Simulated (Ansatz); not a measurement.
**C₅H₈AlClO₃: one species, many methods**

How much do the methods differ for C₅H₈AlClO₃? The plan is to run it at one geometry with functionals of several rungs and with coupled cluster. The yardstick is the atomisation energy at the CCSD(T) limit.

Program: Ansatz 0.2.0, Gaussian basis. Level of theory: functionals in def2-TZVPP, the program's frozen cores in correlated methods. These are calculated values, not measurements.

The runs, in order: LDA (SPW92), PBE-D4, revPBE-D4, BLYP-D4, r2SCAN-D4, B97M-V, PBE0-D4, B3LYP-D4, r2SCANh-D4, r2SCAN0-D4, HSE06-D4, BHLYP-D4, CAM-B3LYP-D4, LC-ωPBE, ωB97X-V, ωB97M-V, B2PLYP, PBE-QIDH; CCSD(T)/def2-SVP; CCSD(T)/def2-TZVPP; MP2/def2-QZVPP; extrapolation to the limit; RPA on PBE.

**1. The relaxed structure**

All runs share one geometry, relaxed beforehand with PBE0-D4 in a triple-zeta def2 set.

SMILES `CC1=CC(C)=[O+][Al-]([OH])([Cl])[O]1`, 18 atoms, charge 0, spin multiplicity 1.

Atoms are counted from 1 here; the program's logs count them from 0.

Bond lengths: C1–C2 1.489 Å, C1–H11 1.093 Å, C1–H12 1.088 Å, C1–H13 1.093 Å, C2–C3 1.395 Å, C2–O10 1.276 Å, C3–C4 1.395 Å, C3–H14 1.080 Å, C4–C5 1.489 Å, C4–O6 1.276 Å, C5–H15 1.088 Å, C5–H16 1.093 Å, C5–H17 1.093 Å, O6–Al7 1.811 Å, Al7–O8 1.693 Å, Al7–Cl9 2.109 Å, Al7–O10 1.811 Å, O8–H18 0.954 Å. Angles: C2–C1–H11 108.7°, C2–C1–H12 112.5°, C2–C1–H13 109.1°, H11–C1–H12 109.6°, H11–C1–H13 106.9°, H12–C1–H13 109.8°, C1–C2–C3 120.8°, C1–C2–O10 115.5°, C3–C2–O10 123.7°, C2–C3–C4 123.0°, C2–C3–H14 118.5°, C4–C3–H14 118.5°, C3–C4–C5 120.8°, C3–C4–O6 123.7°, C5–C4–O6 115.5°, C4–C5–H15 112.5°, C4–C5–H16 109.1°, C4–C5–H17 108.7° and more.

**2. LDA**

This LDA is Slater exchange with PW92 correlation.

Input file in.yaml:

```yaml
crystal:
  periodic: [false, false, false]
  atoms:
    - {symbol: C, position_ang: [2.069800, -1.215318, -1.296243]}
    - {symbol: C, position_ang: [1.066448, -0.511257, -0.450348]}
    - {symbol: C, position_ang: [-0.208414, -0.229975, -0.940589]}
    - {symbol: C, position_ang: [-1.198023, 0.385163, -0.174400]}
    - {symbol: C, position_ang: [-2.559286, 0.617160, -0.732154]}
    - {symbol: O, position_ang: [-1.022078, 0.776652, 1.027517]}
    - {symbol: Al, position_ang: [0.555380, 0.820050, 1.916440]}
    - {symbol: O, position_ang: [0.476536, 0.143319, 3.465847]}
    - {symbol: Cl, position_ang: [1.320693, 2.782529, 1.820812]}
    - {symbol: O, position_ang: [1.456756, -0.204286, 0.725362]}
    - {symbol: H, position_ang: [2.938767, -0.564673, -1.424990]}
    - {symbol: H, position_ang: [1.672506, -1.491169, -2.270980]}
    - {symbol: H, position_ang: [2.416984, -2.108332, -0.771158]}
    - {symbol: H, position_ang: [-0.449553, -0.528385, -1.950096]}
    - {symbol: H, position_ang: [-2.668423, 0.224392, -1.741094]}
    - {symbol: H, position_ang: [-3.299404, 0.157268, -0.072999]}
    - {symbol: H, position_ang: [-2.759426, 1.691925, -0.733395]}
    - {symbol: H, position_ang: [0.153138, -0.733761, 3.654268]}
basis:
  gaussian: {orbitals: def2-TZVPP}
hamiltonian: {xc: lda}
output: {orbitals: {seedname: orbitals}}
```

Launch:

```
> ansatz run in.yaml --threads 4 --pin off --events-out ev --progress --plain --max-ram 66560MiB --backend cuda --devices 0, --max-vram 37GiB
```

Further steps of the session: PBE-D4 (GGA); revPBE-D4 (GGA); BLYP-D4 (GGA); r2SCAN-D4 (meta-GGA); B97M-V (meta-GGA); PBE0-D4 (hybrid); B3LYP-D4 (hybrid); r2SCANh-D4 (hybrid); r2SCAN0-D4 (hybrid); HSE06-D4 (hybrid); BHLYP-D4 (hybrid); CAM-B3LYP-D4 (range-separated); LC-ωPBE (range-separated); ωB97X-V (range-separated); ωB97M-V (range-separated); B2PLYP (double hybrid); PBE-QIDH (double hybrid); CCSD(T) in def2-SVP; CCSD(T) in def2-TZVPP; MP2 in def2-QZVPP; RPA on PBE orbitals.

**Question.** What will the summary of the whole plan be? Wanted: atomisation energy, CCSD(T)/CBS; farthest beyond LDA; mean size of error, GGA; mean size of error, meta-GGA; mean size of error, hybrid; mean size of error, range-separated; mean size of error, double hybrid; gap, smallest and largest; T1 diagnostic.

**Answer**, as computed:

| quantity | value |
| --- | --- |
| atomisation energy, CCSD(T)/CBS | 7913.9 kJ/mol |
| functionals within 39.6 kJ/mol (0.5 %) | revPBE-D4, BLYP-D4, B3LYP-D4, r2SCANh-D4, CAM-B3LYP-D4, LC-ωPBE, ωB97X-V, ωB97M-V, PBE-QIDH |
| farthest beyond LDA | BHLYP-D4 (-272.8 kJ/mol) |
| mean size of error, GGA | 73.3 kJ/mol |
| mean size of error, meta-GGA | 55.5 kJ/mol |
| mean size of error, hybrid | 79.3 kJ/mol |
| mean size of error, range-separated | 18.3 kJ/mol |
| mean size of error, double hybrid | 48.6 kJ/mol |
| gap, smallest and largest | 3.40 eV (LDA (SPW92)), 10.15 eV (LC-ωPBE) |
| T1 diagnostic | 0.0150 |
| triples share of the correlation energy | 4.1 % |

**Reading.** The LDA atomisation energy is off by 1227.1 kJ/mol (16 %): it overbinds. PBE-D4 is off by +219.7 kJ/mol. Double hybrids carry the basis error of their MP2 part in triple zeta, and no dispersion term here, so their miss is partly the set-up's. By mean error the best rung here is range-separated (18.3 kJ/mol) and the worst beyond LDA is hybrid (79.3 kJ/mol). GGA functionals lie within the reference's doubt of that worst mean (73.3 kJ/mol), so those two tie. The mean of the hybrids holds BHLYP, with half exact exchange. The reference freezes the cores and leaves out relativity and excitations past (T), so misses under about 39.6 kJ/mol can't be ranked. Hartree-Fock recovers 73 % of the binding; the rest is correlation. CCSD(T) in def2-SVP is off by -374.0 kJ/mol, so the small basis spoils what the method gains. The gap grows from 3.4 to 10.2 eV across the functionals, mostly with the share of exact exchange.
